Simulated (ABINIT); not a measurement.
Crystal: Cd2S.

```
CELL_PARAMETERS angstrom
3.96267 0.00000 0.00000
-1.98134 3.43177 0.00000
0.00000 0.00000 5.80919
ATOMIC_POSITIONS crystal
Cd 0.33333 0.66667 0.93272
Cd 0.66667 0.33333 0.57873
S 0.33333 0.66667 0.36571
```

The cell comes from a database or a generator and needn't be the stable form of this composition.

Base run:

```yaml
Program: ABINIT 10.8.3 (patched build)
Functional: PBE
Potentials_or_basis: JTH PAW PBE v2.0
Cutoff: 599 eV
k_mesh: 8 × 8 × 5
Occupations: fermi-dirac, width 0.05 eV
Spin: no spin polarisation
```

Its results: band gap on the k mesh 0.24 eV, indirect (least direct gap 0.57 eV); pressure -0.1 GPa; largest force 0.070 eV/Å.

Q: The run is repeated on the same cell with these changes: functional from PBE to LDA; potentials or basis from JTH PAW PBE v2.0 to JTH PAW LDA v2.0. What comes out?

A: Band gap on the k mesh 0.25 eV, indirect (least direct gap 0.57 eV); pressure -4.9 GPa; largest force 0.164 eV/Å.

Caveats: an odd mesh through Γ misses points on the zone boundary, where band edges often lie (some runs).
